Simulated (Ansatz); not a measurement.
**AlClH4N2: molecular dynamics**

The plan is to follow the molecule's vibrations and see whether its bonds hold. The start is relaxed first. Runs: 500 steps of 0.5 fs under a Langevin thermostat at 700 K.

All numbers below are computed with Ansatz 0.2.0 (RKS PBE-D4/def2-SVP).

## Step 1: The system as given

Bond lengths: Al1–Cl2 2.230 Å, Al1–N3 1.920 Å, N3–H4 1.060 Å, N3–H5 1.060 Å, Al1–N6 1.920 Å, N6–H7 1.060 Å, N6–H8 1.060 Å. Angles: Cl2–Al1–N3 120.0°, Cl2–Al1–N6 120.0°, N3–Al1–N6 120.0°, Al1–N3–H4 120.0°, Al1–N3–H5 120.0°, H4–N3–H5 120.0°, Al1–N6–H7 120.0°, Al1–N6–H8 120.0°, H7–N6–H8 120.0°.

Coordinates:

```xyz
8

Al    0.0000    0.0000    0.0000
Cl    0.0000    0.0000    2.2300
N     1.6627    0.0000   -0.9600
H     2.1293   -0.9179   -1.2118
H     2.1141    0.9179   -1.2382
N    -1.6627    0.0000   -0.9600
H    -2.3316   -0.8164   -0.8614
H    -1.9118    0.8164   -1.5886
```

## Step 2: Preparing the start

Input file input.yaml:

```yaml
crystal:
  periodic: [false, false, false]
  atoms:
    - { symbol: Al, position_ang: [0.0, 0.0, 0.0] }
    - { symbol: Cl, position_ang: [0.0, 0.0, 2.23] }
    - { symbol: "N", position_ang: [1.6627, 0.0, -0.96] }
    - { symbol: H, position_ang: [2.1293, -0.9179, -1.2118] }
    - { symbol: H, position_ang: [2.1141, 0.9179, -1.2382] }
    - { symbol: "N", position_ang: [-1.6627, 0.0, -0.96] }
    - { symbol: H, position_ang: [-2.3316, -0.8164, -0.8614] }
    - { symbol: H, position_ang: [-1.9118, 0.8164, -1.5886] }
basis:
  gaussian: { orbitals: def2-SVP }
hamiltonian:
  xc: pbe
  dispersion: d4
relax:
  f_tol: 0.02
  max_steps: 40
```

Command:

```
ansatz run input.yaml --threads 2 --pin off --max-ram 3072MiB --backend cpu --events-out ev --progress --plain --runs-dir out
```

After this run come: Dynamics.

What does the calculation give? Wanted: relaxation of the start; temperature, first and last step; temperature, second half; potential energy, second half; bonds formed or broken.

As calculated:

| quantity | value |
| --- | --- |
| relaxation of the start | 12 moves, 1.246 eV lower |
| length | 500 steps of 0.5 fs |
| temperature, first and last step | 612 and 683 K |
| temperature, second half | mean 707 K, from 269 to 1622 K |
| potential energy, second half | +78 meV/atom from the start |
| bonds formed or broken | 0 |

**Reading.** Against a set 700 K the second half averages 707 K with a spread of 251 K. The bonds all hold. A run of 250 fs with 8 atoms shows the motion but fixes no equilibrium value. The nuclei move classically, without zero-point motion, which matters most for hydrogen.
